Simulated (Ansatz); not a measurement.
Born–Oppenheimer molecular dynamics of a periodic cell of 16 atoms, WC (start crystal WC, start structure P-6m2, volume 1.15 times the crystal's). It starts from a structure without forces on its atoms.

Level of theory: DFT PBEsol, scalar-relativistic, plane waves, PAW (Ansatz). Settings: PAW set soft_1, cutoff 420 eV, k mesh 2x2x2, fermi-dirac smearing 0.24 eV, no spin polarisation.

```yaml
ensemble: NVT, Langevin thermostat
time_step: 0.75 fs
steps_asked: 190
set_temperature: 2800 K
friction: 0.02 /fs
seed: 595515
```

First frame:

```xyz
16
Lattice="-3.0378 -5.2616 0.0000 4.5567 -2.6308 0.0000 0.0000 0.0000 5.9303" Properties=species:S:1:pos:R:3
W 0.000 -5.262 0.000
C 1.519 -4.385 1.483
W 0.000 -5.262 2.965
C 1.519 -4.385 4.448
W -1.519 -2.631 0.000
C 0.000 -1.754 1.483
W -1.519 -2.631 2.965
C 0.000 -1.754 4.448
W 1.519 -2.631 0.000
C 3.038 -1.754 1.483
W 1.519 -2.631 2.965
C 3.038 -1.754 4.448
W 0.000 0.000 0.000
C -1.519 -4.385 1.483
W 0.000 0.000 2.965
C -1.519 -4.385 4.448
```

**Question.** What does the run give?

**Answer.** All steps were run.

```
steps done                                               : 190
time covered                                             : 142.5 fs
mean temperature over the second half                    : 3333 K
spread of the potential energy over the second half      : 58.9 meV per atom
mean potential energy of the second half above the start : 361.9 meV per atom
```

The mean temperature of the second half is 19 % above the set value. A run of 0.14 ps of so small a system gives no equilibrium averages. Limits of this set-up: coarse k mesh, PAW files made for another functional.

**Question.** What happens to the structure?

**Answer.** Mean squared displacements from the first frame to the last, about the centre of mass: W 0.05 Å², C 0.09 Å². This is one draw of velocities; another would differ in detail.

**Question.** How do temperature and energy run in time?

**Answer.** 
```tsv
time (fs)	T (K)	potential energy less start (eV)
0	2625	0.000
4.5	2772	0.729
9	2192	2.572
13.5	1332	4.476
18	1367	4.810
22.5	1836	4.181
27	2624	3.512
31.5	2761	3.301
36	3408	3.578
40.5	2805	4.238
45	2236	5.441
49.5	1705	6.195
54	2285	5.706
58.5	3175	4.708
63	3096	4.384
67.5	3331	4.904
72	2930	6.223
76.5	2604	7.461
81	3247	6.435
85.5	4215	4.649
90	4172	4.080
94.5	4013	4.607
99	3516	5.342
103.5	3246	5.934
108	3555	5.835
112.5	4067	5.240
117	4127	4.809
121.5	3402	5.320
126	2669	6.182
130.5	2953	6.532
135	2608	6.799
139.5	2600	6.969
```

Time of the run: 21 min on 1 thread of Arm Neoverse V1, with other jobs on the host, peak memory 0.61 GiB.
